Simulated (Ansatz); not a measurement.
# Si3As2: the cost of one run

Method: DFT PBE, scalar-relativistic, plane waves, PAW, in Ansatz 0.2.0.

2 further runs of the same task are left out: 1 that didn't finish, 1 set aside as unsound or not needed.

## Step 1: The structure to begin with

It takes space group R-3m (No. 166, trigonal). Conventional cell: a = 3.648 Å, b = 3.648 Å, c = 26.633 Å, α = 90.00°, β = 90.00°, γ = 120.00°. Si (site symmetry 3m) is surrounded by 3 As at 2.54 Å. Si (site symmetry -3m) has 6 As at 2.70 Å as nearest neighbours. Around As (site symmetry 3m) lie 6 Si at 2.54 to 2.70 Å.

As a file:

```xyz
5
Lattice="1.8239 1.0530 8.8778 -1.8239 1.0530 8.8778 0.0000 -2.1061 8.8778" Properties=species:S:1:pos:R:3 pbc="T T T"
Si    0.0000    0.0000   20.8591
Si    0.0000    0.0000    0.0000
Si    0.0000    0.0000    5.7743
As    0.0000    0.0000   16.0645
As    0.0000    0.0000   10.5690
```

A structure generator made this guess: species swapped into a database cell of Bi2Te3 (R-3m, No. 166), with As on the Bi sites and Si on the Te sites. Lengths come from tabulated atomic sizes and are only a guess.

## Step 2: A first look at the guess

input.yaml reads:

```yaml
crystal:
  lattice:
    - [1.82393, 1.05304648, 8.87782056]
    - [-1.82393, 1.05304648, 8.87782056]
    - [0.0, -2.10609295, 8.87782056]
  atoms:
    - { symbol: Si, position: [0.78319228, 0.78319228, 0.78319228] }
    - { symbol: Si, position: [0.0, 0.0, 0.0] }
    - { symbol: Si, position: [0.21680772, 0.21680772, 0.21680772] }
    - { symbol: As, position: [0.60317022, 0.60317022, 0.60317022] }
    - { symbol: As, position: [0.39682978, 0.39682978, 0.39682978] }
basis:
  ecutwfc: 420
kpoints:
  mp_grid: { grid: [6, 6, 6] }
hamiltonian:
  xc: pbe
scf:
  occupations: { method: gaussian, width: 0.1 }
  lower_state_search: "off"
output:
  forces: true
  stress: true
  eigenvalues: true
```

Command:

```bash
ansatz run input.yaml --threads 1 --pin off --max-ram 2560MiB --backend cpu --events-out ev --progress --plain --runs-dir out
```

Q: Estimate wall time and peak memory on 1 thread of Intel Xeon at 2.70GHz, shared host.

About 8.4 s, with a peak of 0.4 GiB.
